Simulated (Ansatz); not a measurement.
I need a ranking of polymorphs by energy of 2 structures of Rb3Na. Use the Python package of Ansatz (0.2.0). Use (first run): LDA, PAW, cutoff 653 eV, 3×3×3 k-points, cold smearing of 0.1 eV.

Input file `rb3na_fm_3m.extxyz`:
```text
4
Lattice="0.0 5.33581847 5.33581847 5.33581847 0.0 5.33581847 5.33581847 5.33581847 0.0" Properties=species:S:1:pos:R:3 pbc="T T T"
Rb    2.66790924    2.66790924    2.66790924
Rb    8.00372771    8.00372771    8.00372771
Rb    5.33581847    5.33581847    5.33581847
Na    0.00000000    0.00000000    0.00000000
```

The script reads `rb3na_pm_3m.xyz`:
```text
4
Lattice="6.76059785 0.0 0.0 0.0 6.76059785 0.0 0.0 0.0 6.76059785" Properties=species:S:1:pos:R:3 pbc="T T T"
Rb    0.00000000    3.38029892    3.38029892
Rb    3.38029892    0.00000000    3.38029892
Rb    3.38029892    3.38029892    0.00000000
Na    0.00000000    0.00000000    0.00000000
```

Script `polymorphs.py`:
```python
import logging
import sys
import warnings

import ansatz as az
import numpy as np
import spglib

logging.basicConfig(stream=sys.stdout, format="[%(levelname)s] %(message)s")
log = logging.getLogger("ansatz_job")
log.setLevel(logging.INFO)

FUNCTIONAL = "lda"
TOLERANCE = 1e-09
K_SPACING = 0.39
SMEARING = "cold"
SMEARING_WIDTH = 0.1


def run_phase(name, crystal):
    calc = (
        crystal.calculation()
        .eigensolver("davidson", mixed_precision=False)
        .basis(24 * az.Ha)
        .functional(FUNCTIONAL)
        .scf(tolerance=TOLERANCE)
        .kpoints(spacing=K_SPACING)
        .occupations(SMEARING, width=SMEARING_WIDTH)
        .stress()
        .band_table()
    )
    return calc.run(threads=1)


def volume_per_atom(outcome):
    return abs(np.linalg.det(outcome.lattice.cell_ang)) / len(outcome.lattice.sites)


def pressure_gpa(outcome):
    return float(np.trace(outcome.report["stress_gpa"]) / 3)


def space_group(outcome):
    sites = outcome.report["lattice"]["sites"]
    kinds = sorted({site["symbol"] for site in sites})
    cell = (outcome.lattice.cell_ang, [site["position_frac"] for site in sites], [kinds.index(site["symbol"]) for site in sites])
    return spglib.get_spacegroup(cell, symprec=0.01)

warnings.simplefilter("ignore", az.DeckWarning)

phases = {}
fm_3m = az.Crystal.from_extxyz("rb3na_fm_3m.extxyz")
phases["Fm-3m"] = fm_3m
pm_3m = az.Crystal.from_extxyz("rb3na_pm_3m.xyz")
phases["Pm-3m"] = pm_3m

done = {}
for name, crystal in phases.items():
    done[name] = run_phase(name, crystal)
    log.info(f"{name}: {done[name].report['energy_sigma0_ev']:.4f} eV, {len(done[name].lattice.sites)} atoms")

energy = {name: o.report["energy_sigma0_ev"] / len(o.lattice.sites) for name, o in done.items()}
lowest = min(energy.values())
rows = [(name, len(o.lattice.sites), 1000 * (energy[name] - lowest), volume_per_atom(o), pressure_gpa(o), space_group(o)) for name, o in done.items()]
rows.sort(key=lambda row: row[2])
log.info("     phase       atoms  dE (meV/atom)  V (A^3/atom)     P (GPa)  space group")
for row in rows:
    log.info(f"{str(row[0]):>10}  {row[1]:10d}  {row[2]:13.1f}  {row[3]:12.3f}  {row[4]:10.2f}  {str(row[5]):>11}")
print("order:", " < ".join(row[0] for row in rows))
```

`python polymorphs.py` gives:
```text
[INFO] Fm-3m: -10978.6966 eV, 4 atoms
[INFO] Pm-3m: -10978.5334 eV, 4 atoms
[INFO]      phase       atoms  dE (meV/atom)  V (A^3/atom)     P (GPa)  space group
[INFO]      Fm-3m           4            0.0        75.958       -0.50  Fm-3m (225)
[INFO]      Pm-3m           4           40.8        77.249       -0.48  Pm-3m (221)
order: Fm-3m < Pm-3m
```

By space group at the end of each run: Fm-3m (+0 meV an atom, 76.0 Å³) and Pm-3m (+41 meV an atom, 77.2 Å³).

These settings explore the input space; cutoff and mesh may be short of convergence. For the metals among these phases the mesh is modest: differences between phases can be off by up to 40 meV an atom. The program warned that this SCF threshold is loose for forces or stresses. Pressure is positive in compression. The cells come from databases of deposited and of computed structures, and not all need be stable phases. The ranking holds among these structures alone, at zero temperature; the ground state may be another structure. Differences under about 40 meV an atom lie within the error of mesh and functional. The script silences the warnings on its input, which a real study should read. Finished in 12 s on 1 thread of Arm Neoverse V1 (shared host), peak memory 0.57 GiB.
